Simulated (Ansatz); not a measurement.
# Sn2Ir: the cost of one run

Method: DFT PBEsol, scalar-relativistic, plane waves, PAW, in Ansatz 0.2.0.

### 1 Starting point

It takes space group Fm-3m (No. 225, cubic). Conventional cell: a = 6.338 Å, b = 6.338 Å, c = 6.338 Å, α = 90.00°, β = 90.00°, γ = 90.00°. Around Sn (site symmetry -43m) lie 4 Ir at 2.74 Å. Ir (site symmetry m-3m) is surrounded by 8 Sn at 2.74 Å.

Structure file:

```cif
data_structure
_symmetry_space_group_name_H-M 'Fm-3m'
_symmetry_Int_Tables_number 225
_cell_length_a 6.3380
_cell_length_b 6.3380
_cell_length_c 6.3380
_cell_angle_alpha 90.000
_cell_angle_beta 90.000
_cell_angle_gamma 90.000
_cell_volume 254.60
loop_
_atom_site_label
_atom_site_type_symbol
_atom_site_symmetry_multiplicity
_atom_site_Wyckoff_symbol
_atom_site_fract_x
_atom_site_fract_y
_atom_site_fract_z
_atom_site_occupancy
Sn1 Sn 8 c 0.25000 0.75000 0.75000 1
Ir1 Ir 4 a 0.00000 0.00000 0.00000 1
```

The structure comes from the Crystallography Open Database.

### 2 Ground state at the listed geometry

input.yaml

```yaml
crystal:
  lattice:
    - [0.0, 3.169, 3.169]
    - [3.169, 0.0, 3.169]
    - [3.169, 3.169, 0.0]
  atoms:
    - { symbol: Sn, position: [0.25, 0.25, 0.25] }
    - { symbol: Sn, position: [0.75, 0.75, 0.75] }
    - { symbol: Ir, position: [0.0, 0.0, 0.0] }
basis:
  ecutwfc: 420
  fft_grid_basis: typed
kpoints:
  mp_grid: { grid: [10, 10, 10] }
hamiltonian:
  xc: pbesol
  pseudopotentials: { kind: paw }
scf:
  occupations: { method: gaussian, width: 0.05 }
output:
  forces: true
  stress: true
  eigenvalues: true
  bader: true
  write_density: true
  volumetric_format: npy
  elf: true
```

Run with:

```bash
> ansatz run input.yaml --threads 1 --pin off --max-ram 2560MiB --backend cpu --events-out ev --progress --plain --runs-dir out
```

Q: Estimate wall time and peak memory on 1 thread of Arm Neoverse N1, shared host.

About 47 s, with a peak of 0.37 GiB.
